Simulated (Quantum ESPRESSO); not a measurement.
## Pd in Quantum ESPRESSO: the effect of functional

Slab: Pd, a slab with vacuum.

```
Pd
1.0
     2.75050    0.00000    0.00000
    -1.37525    2.38201    0.00000
     0.00000    0.00000   23.98311
Pd
5
Direct
  0.66667 0.33333 0.31272
  0.33333 0.66667 0.40636
  0.00000 0.00000 0.50000
  0.66667 0.33333 0.59364
  0.33333 0.66667 0.68728
```

The slab is cut from a database's or a generator's crystal, which needn't be the stable form of the element.

Alike in all runs:

| Quantity | Value |
| --- | --- |
| Program | Quantum ESPRESSO 7.5 |
| Task | work function |
| Potentials or basis | SG15 PBE 1.2 |
| Cutoff | 952 eV |
| Density cutoff | 3810 eV |
| k mesh | 9 × 9 × 1 |
| Occupations | fermi-dirac, width 0.05 eV |
| Spin | no spin polarisation |

| functional | largest force (eV/Å) | work function (eV) |
| --- | --- | --- |
| LDA | 0.34 | 5.68 |
| PBEsol | 0.09 | 5.38 |
| RPBE | ? | ? |
| revPBE | 0.47 | 5.09 |
| AM05 | 0.12 | 5.27 |
| WC | 0.09 | 5.37 |
| BLYP | 0.76 | 5.04 |

Task: What does the run with functional RPBE give?

Result: Largest force 0.52 eV/Å; work function 5.06 eV.

Caveats: the potentials were made for another functional, which shifts forces and pressure.

Runs at the PBE level aren't shown here.
